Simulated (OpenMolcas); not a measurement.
# Ar⁵⁺: RASSCF and RASPT2 terms and fine-structure levels

Which level of Ar⁵⁺ lies lowest, and where do the others fall? The reference wave functions come first, then spin-orbit coupling, then second-order correlation under several settings.

Program: OpenMolcas 26.06. Level of theory: state-averaged RASSCF and RASPT2, spin-orbit coupling by RASSI with atomic mean-field integrals. These are calculated values, not measurements, unless marked.

**1. The system**

* Species: Ar⁵⁺ (argon, Z = 18, 13 electrons)
* Basis: ANO-R2 [5s4p3d1f], 39 functions
* Scalar Hamiltonian: X2C, finite nucleus
* Inactive shells: 1s 2s 2p
* Active space: 3 electrons in 9 orbitals (RAS2 3s 3p; RAS3 3d, at most 2 electrons)
* Some configurations of this space: 3p3, 3s 3p2, 3s2 3p
* Orbitals: optimised for each spin and parity, averaged over the low roots

The outer shells:

3p3
```
3p [↑ ][↑ ][↑ ]
```

3s 3p2
```
3s [↑ ]
3p [↑ ][↑ ][  ]
```

3s2 3p
```
3s [↑↓]
3p [↑ ][  ][  ]
```

The work runs as a chain of OpenMolcas steps in one folder; each step below is one input file. Labels, J, g values, rates, χT and fits are worked out afterwards by a script from the matrices that RASSI stores.

**2. Basis and integrals**

File a.inp:

```
&GATEWAY
Coord
1

Ar 0.0 0.0 0.0
Basis=ANO-R2
Group=XYZ
NoMove
AngMom=0.0 0.0 0.0
AMFI
&SEWARD
```

**3. A small preliminary run for start orbitals**

File a.inp:

```
&RASSCF
FileOrb=start.orb
Symmetry=2
Spin=4
nActEl=3 0 0
Inactive=2 3
Ras2=1 3
CIRoot=1 1 1
SDav=1
CIMx=300
Iter=120 100
PrWF=0.3
OrbListing=Nothing
MaxOrb=0
Atom
>>> COPY $Project.JobIph JOBPRE
```

**4. Reference wave functions, quartets of odd parity, 1 root**

File a.inp:

```
&RASSCF
FileOrb=start.orb
Symmetry=2
Spin=4
nActEl=3 0 2
Inactive=2 3
Ras2=1 3
Ras3=5 0
CIRoot=1 1 1
SDav=46
CIMx=300
Iter=120 100
PrWF=0.3
OrbListing=Nothing
MaxOrb=0
Thrs=2.0e-7 1.0e-1 5.0e-4
Atom
>>> COPY $Project.JobIph JOB001
```

**5. RASSCF: doublets of odd parity, 11 roots**

File a.inp:

```
&RASSCF
FileOrb=start.orb
Symmetry=2
Spin=2
nActEl=3 0 2
Inactive=2 3
Ras2=1 3
Ras3=5 0
CIRoot=11 11 1
SDav=116
CIMx=300
Iter=120 100
PrWF=0.3
OrbListing=Nothing
MaxOrb=0
Thrs=2.0e-7 1.0e-1 5.0e-4
Atom
>>> COPY $Project.JobIph JOB002
```

**6. RASSCF: quartets of even parity, 3 roots**

File a.inp:

```
&RASSCF
FileOrb=start.orb
Symmetry=1
Spin=4
nActEl=3 0 2
Inactive=2 3
Ras2=1 3
Ras3=5 0
CIRoot=3 3 1
SDav=28
CIMx=300
Iter=120 100
PrWF=0.3
OrbListing=Nothing
MaxOrb=0
Thrs=2.0e-7 1.0e-1 5.0e-4
Atom
>>> COPY $Project.JobIph JOB003
```

**7. Reference wave functions, doublets of even parity, 9 roots**

File a.inp:

```
&RASSCF
FileOrb=start.orb
Symmetry=1
Spin=2
nActEl=3 0 2
Inactive=2 3
Ras2=1 3
Ras3=5 0
CIRoot=9 9 1
SDav=84
CIMx=300
Iter=120 100
PrWF=0.3
OrbListing=Nothing
MaxOrb=0
Thrs=2.0e-7 1.0e-1 5.0e-4
Atom
>>> COPY $Project.JobIph JOB004
```

**8. RASSI: spin-orbit coupling between the states**

File a.inp:

```
&RASSI
NrOfJobIphs=4 1 11 3 9
1
1 2 3 4 5 6 7 8 9 10 11
1 2 3
1 2 3 4 5 6 7 8 9
IphNames
JOB001
JOB002
JOB003
JOB004
EJob
SpinOrbit
DIPRint=1.0
SOCoupling=1000.0
Subsets=2
MEES
Property=10
'ANGMOM' 1 'ANGMOM' 2 'ANGMOM' 3 'MLTPL  1' 1 'MLTPL  1' 2 'MLTPL  1' 3
'AMFI' 1 'AMFI' 2 'AMFI' 3 'MLTPL  2' 6
SOProperty=3
'ANGMOM' 1 'ANGMOM' 2 'ANGMOM' 3
```

**9. CASPT2: IPEA 0.25, imaginary shift 0.1 (closed shells correlated: 2s 2p)**

File a.inp:

```
>>> COPY JOB001 $Project.JobIph
&CASPT2
Multistate=1 1
Frozen=1 0
IPEA=0.25
Imaginary=0.1
MaxIter=60
WThr=0.0 0.3 0.05
PrWF=0.5
NoMix
>>> COPY JOB002 $Project.JobIph
&CASPT2
Multistate=11 1 2 3 4 5 6 7 8 9 10 11
Frozen=1 0
IPEA=0.25
Imaginary=0.1
MaxIter=60
WThr=0.0 0.3 0.05
PrWF=0.5
NoMix
>>> COPY JOB003 $Project.JobIph
&CASPT2
Multistate=3 1 2 3
Frozen=1 0
IPEA=0.25
Imaginary=0.1
MaxIter=60
WThr=0.0 0.3 0.05
PrWF=0.5
NoMix
>>> COPY JOB004 $Project.JobIph
&CASPT2
Multistate=9 1 2 3 4 5 6 7 8 9
Frozen=1 0
IPEA=0.25
Imaginary=0.1
MaxIter=60
WThr=0.0 0.3 0.05
PrWF=0.5
NoMix
```

**10. CASPT2: IPEA 0.25, sigma2 regulariser 0.3 (closed shells correlated: 2s 2p)**

Changes to a.inp since step 9:

```diff
@@ -5,3 +5,3 @@
 IPEA=0.25
-Imaginary=0.1
+Sig2=0.3
 MaxIter=60
@@ -15,3 +15,3 @@
 IPEA=0.25
-Imaginary=0.1
+Sig2=0.3
 MaxIter=60
@@ -25,3 +25,3 @@
 IPEA=0.25
-Imaginary=0.1
+Sig2=0.3
 MaxIter=60
@@ -35,3 +35,3 @@
 IPEA=0.25
-Imaginary=0.1
+Sig2=0.3
 MaxIter=60
```

(Steps that only read results are left out.)

What does the calculation give? Wanted: lowest level; first excited level; lowest level of another term; spin-orbit lowering of the lowest level; strongest of the lines computed, by gA, at RASSCF energies.

**Answer**, as computed:

| quantity | value |
| --- | --- |
| method | SS-RASPT2, IPEA 0.25, imaginary shift 0.1 (closed shells correlated: 2s 2p) |
| lowest level | 3s2 3p 2P* 1/2, 100 % of that term, g = 0.666 |
| ground level listed by NIST | 2P°1/2 |
| first excited level | 3s2 3p 2P* 3/2 at 2030 cm-1 |
| lowest level of another term | 3s 3p2 4P 1/2 at 99650 cm-1 |
| spin-orbit lowering of the lowest level | 1354 cm-1 |
| strongest of the lines computed, by gA, at RASSCF energies | 3s 3p2 2P 3/2 → 3s2 3p 2P* 3/2, 54.01 nm, A = 1.26e+10 s⁻¹ |

What each method costs and misses:

```tsv
method	time of its own steps	time with the reference	mean absolute difference from the measured levels (cm-1)
A. RASSCF	29 s	29 s	2000
B. SS-RASPT2, IPEA 0.25, imaginary shift 0.1, +2s 2p	16 s	45 s	280
C. SS-RASPT2, IPEA 0.25, sigma2 regulariser 0.3, +2s 2p	15 s	45 s	280
```

Times are of one thread on a shared host.

The multiplet 2P* is regular. Method C lies closest to the measured levels (280 cm⁻¹ on average, level with B) and A farthest (2000). Only the configurations of the active space and the roots asked for are present. Not all states of the active space went into the spin-orbit step. The levels of the extra active shells were not computed. Only valence configurations of the active space appear, up to the ionisation limit; * or ° marks odd parity.
